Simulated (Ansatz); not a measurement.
What does this script print? It uses Ansatz 0.2.0, Python API.

`run_scan.py`:
```python
"""Potential curve of C2H4AlCl along one bond."""

import ansatz
import numpy as np

GEOMETRY = """
C    -1.24850    0.56310   -0.05830
C    -0.25610   -0.06010   -0.56690
Al    1.27960   -0.48270    0.54550
Cl   -0.17420   -0.56040   -2.24880
H    -2.14930    0.82960   -0.71660
H    -1.31210    0.94710    0.96490
H     1.36670   -0.02900    2.09430
H     2.58610   -1.26480   -0.07000
"""

c2h4alcl = ansatz.Crystal.molecule()
for line in GEOMETRY.strip().splitlines():
    symbol, *xyz = line.split()
    c2h4alcl = c2h4alcl.atom(symbol, [float(v) for v in xyz])

symbols = [site.symbol for site in c2h4alcl.cartesian_sites]
start = np.array([site.position_ang for site in c2h4alcl.cartesian_sites])
axis = (start[6] - start[2]) / np.linalg.norm(start[6] - start[2])
moving = [6]
lengths, energies = [1.422, 1.487, 1.552, 1.616, 1.681, 1.746, 1.81, 1.907], []
for length in lengths:
    xyz = start.copy()
    xyz[moving] += (length - np.linalg.norm(start[6] - start[2])) * axis
    point = ansatz.Crystal.molecule()
    for symbol, place in zip(symbols, xyz):
        point = point.atom(symbol, place.tolist())
    job = point.calculation()
    job = job.basis(gaussian="def2-SVP").functional("pbe")
    report = job.run(threads=1).report
    energies.append(report["free_energy_ev"])
    print(f"r = {length:6.3f} A  E = {energies[-1]:.5f} eV  <S^2> = {abs(report['mean_field']['state']['spin_squared']):.3f}")

# quartic fit about the minimum
fit = np.polynomial.Polynomial.fit(lengths, np.array(energies) - min(energies), 4).convert()
roots = [r.real for r in fit.deriv().roots() if abs(r.imag) < 1e-9 and fit.deriv(2)(r.real) > 0]
r_e = min(roots, key=lambda r: abs(r - lengths[int(np.argmin(energies))]))
print(f"minimum of the fit at {r_e:.4f} A, force constant {fit.deriv(2)(r_e):.2f} eV/A^2")
```

Output of `python run_scan.py`:
```text
r =  1.422 A  E = -21237.57711 eV  <S^2> = 0.000
r =  1.487 A  E = -21237.74038 eV  <S^2> = 0.000
r =  1.552 A  E = -21237.82044 eV  <S^2> = 0.000
r =  1.616 A  E = -21237.83579 eV  <S^2> = 0.000
r =  1.681 A  E = -21237.80147 eV  <S^2> = 0.000
r =  1.746 A  E = -21237.72856 eV  <S^2> = 0.000
r =  1.810 A  E = -21237.62819 eV  <S^2> = 0.000
r =  1.907 A  E = -21237.43746 eV  <S^2> = 0.000
minimum of the fit at 1.6016 A, force constant 12.65 eV/A^2
```

Total energies depend on the basis set; only differences at equal settings carry meaning. The rest of the molecule is held rigid at a force-field or estimated start geometry, and the basis set is modest; single-reference methods fail as a bond breaks. The orbitals are restricted, so S² is zero by construction. Finished in 23 s on 1 thread of Arm Neoverse N1 (shared host), peak memory 0.19 GiB.
